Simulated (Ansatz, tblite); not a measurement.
**The cluster B₈+: a ladder of methods and basis sets**

The task here is to estimate one member of a computed series from the others.

Program: Ansatz 0.2.0, Gaussian basis. Level of theory: as each input shows. These are calculated values, not measurements.

Levels to be run: GFN1-xTB, GFN2-xTB, PBE-D4/def2-TZVP, r2SCAN-D4/def2-TZVP, CAM-B3LYP-D4/def2-TZVP, BLYP-D4/def2-TZVP, B2PLYP/def2-TZVP, PBE-D4/def2-SVP, PBE0-D4/def2-SVP, CCSD(T)/def2-SVP, MP2/def2-TZVP.

4 further runs of the same task are left out: 4 set aside as unsound or not needed. Runs told in other sessions of the task aren't counted.

### The structure

The doublet was relaxed beforehand with PBE-D4/def2-SVP. At that level it is the lowest of the isomers that a small search found.

8 atoms, charge 1, spin multiplicity 2.

Bond lengths: B1–B2 1.569 Å, B1–B3 1.580 Å, B2–B5 1.834 Å, B2–B8 1.611 Å, B3–B5 1.823 Å, B3–B6 1.618 Å, B4–B5 1.841 Å, B4–B7 1.565 Å, B4–B8 1.603 Å, B5–B6 1.818 Å, B5–B8 1.813 Å, B6–B7 1.589 Å. Angles: B2–B1–B3 127.8°, B1–B2–B5 65.5°, B1–B2–B8 128.6°, B5–B2–B8 63.1°, B1–B3–B5 65.5°, B1–B3–B6 129.0°, B5–B3–B6 63.4°, B5–B4–B7 65.2°, B5–B4–B8 63.1°, B7–B4–B8 128.3° and more.

Coordinates:

```
B    -1.3652    1.2525    0.0330
B    -1.8163   -0.2499    0.0271
B     0.1088    1.8198    0.0142
B     0.6983   -1.7027   -0.0266
B    -0.0001    0.0000    0.0004
B     1.5102    1.0115   -0.0166
B     1.7639   -0.5566   -0.0338
B    -0.8996   -1.5746    0.0023
```

The ion is computed in the gas phase, without counter-ions or solvent.

PBE0-D4/def2-TZVP was run before; its log isn't repeated, and its numbers join the tables.

Set-up of the first run:

Tight binding, by tblite at 300 K electronic temperature and without a spin-polarisation term:

```python
tblite.interface.Calculator('GFN1-xTB', numbers, positions, charge=1, uhf=1).singlepoint()
```

Tight binding, by tblite at 300 K electronic temperature and without a spin-polarisation term:

```python
tblite.interface.Calculator('GFN2-xTB', numbers, positions, charge=1, uhf=1).singlepoint()
```

start.molden holds the orbitals of an earlier run on this state, given as this run's starting guess.

in.yaml reads:

```yaml
crystal:
  periodic: [false, false, false]
  atoms:
    - {symbol: B, position_ang: [-1.365168, 1.252468, 0.033011]}
    - {symbol: B, position_ang: [-1.816338, -0.249894, 0.027113]}
    - {symbol: B, position_ang: [0.108802, 1.819826, 0.014179]}
    - {symbol: B, position_ang: [0.698288, -1.702709, -0.026626]}
    - {symbol: B, position_ang: [-0.000134, 0.000014, 0.000352]}
    - {symbol: B, position_ang: [1.510210, 1.011467, -0.016555]}
    - {symbol: B, position_ang: [1.763935, -0.556584, -0.033783]}
    - {symbol: B, position_ang: [-0.899606, -1.574587, 0.002299]}
basis:
  gaussian: {orbitals: def2-TZVP, initial_orbitals: start.molden}
total_charge: 1
magnetization: {spin_polarized: true, initial_magnetization: 1}
hamiltonian: {xc: pbe, dispersion: d4}
scf: {omitted_lower_state_checks: [starts]}
output: {forces: true, orbitals: {seedname: orbitals}}
```

The run is started by

```sh
$ ansatz run in.yaml --threads 4 --pin off --events-out ev --progress --plain --max-ram 4787MiB
```

Steps of the session up to this table: PBE-D4/def2-TZVP; r2SCAN-D4/def2-TZVP; CAM-B3LYP-D4/def2-TZVP; BLYP-D4/def2-TZVP; B2PLYP/def2-TZVP; PBE-D4/def2-SVP; PBE0-D4/def2-SVP; CCSD(T)/def2-SVP; MP2/def2-TZVP.

One of the session's tables, all rows but one given; the rest of the session is left out.

It belongs to the step «Levels side by side». 

```
                 level  HOMO (eV)  LUMO (eV)  gap (eV)
       PBE-D4/def2-SVP     -11.46     -11.30      0.16
      PBE-D4/def2-TZVP     -11.43     -11.25      0.18
     BLYP-D4/def2-TZVP     -11.07     -10.92      0.15
   r2SCAN-D4/def2-TZVP     -11.66     -11.16      0.50
      PBE0-D4/def2-SVP          ?          ?         ?
     PBE0-D4/def2-TZVP     -12.18     -10.41      1.76
CAM-B3LYP-D4/def2-TZVP     -13.07      -9.20      3.87
```

Q: Estimate the row for PBE0-D4/def2-SVP from the others.

**Answer.** HOMO (eV): -12.20; LUMO (eV): -10.48; gap (eV): 1.72. In the column «HOMO (eV)» it lies between CAM-B3LYP-D4/def2-TZVP (-13.07) and PBE0-D4/def2-TZVP (-12.18).
